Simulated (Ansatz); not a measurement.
# H6NSn: the cost of one run

All numbers below are computed with Ansatz 0.2.0 (UKS B3LYP-D4/def2-SVP).

**1. The structure to begin with**

Bond lengths: Sn1–H2 1.990 Å, Sn1–H3 1.740 Å, Sn1–H4 1.739 Å, Sn1–H5 1.739 Å, N6–H7 1.060 Å, N6–H8 1.060 Å. Angles: H2–Sn1–H3 109.4°, H2–Sn1–H4 109.5°, H2–Sn1–H5 109.5°, H3–Sn1–H4 109.5°, H3–Sn1–H5 109.5°, H4–Sn1–H5 109.5°, H7–N6–H8 120.0°.

Structure file:

```xyz
8

Sn    0.0000    0.0000    0.0000
H     0.0000    0.0000    1.9900
H     1.6408    0.0000   -0.5794
H    -0.8195    1.4198   -0.5794
H    -0.8195   -1.4198   -0.5794
N     0.0000    0.0000    3.3500
H    -0.4960   -0.7725    3.8800
H     0.4960    0.7725    3.8800
```

**2. Pulling towards end A**

Springs on the bonds that form and break draw the guess towards this end; the thresholds are loose.

input.yaml reads:

```yaml
crystal:
  periodic: [false, false, false]
  atoms:
    - { symbol: Sn, position_ang: [0.0, 0.0, 0.0] }
    - { symbol: H, position_ang: [0.0, 0.0, 1.99] }
    - { symbol: H, position_ang: [1.6408, 0.0, -0.5794] }
    - { symbol: H, position_ang: [-0.8195, 1.4198, -0.5794] }
    - { symbol: H, position_ang: [-0.8195, -1.4198, -0.5794] }
    - { symbol: "N", position_ang: [0.0, 0.0, 3.35] }
    - { symbol: H, position_ang: [-0.496, -0.7725, 3.88] }
    - { symbol: H, position_ang: [0.496, 0.7725, 3.88] }
magnetization:
  spin_polarized: true
  initial_magnetization: 1
basis:
  gaussian: { orbitals: def2-SVP }
hamiltonian:
  xc: b3lyp
  dispersion: d4
relax:
  f_tol: 0.15
  max_steps: 25
  restrain:
    - { distance: [1, 5], at: 2.26, k: 30.0 }
    - { distance: [0, 1], at: 1.74, k: 30.0 }
output:
  orbitals: {}
```

On the command line:

```
ansatz run input.yaml --threads 2 --pin off --max-ram 3072MiB --backend cpu --events-out ev --progress --plain --runs-dir out
```

What time and memory should one allow on 2 threads of Intel Xeon 6975P-C (Granite Rapids), shared host?

About 19 s, with a peak of 0.19 GiB.
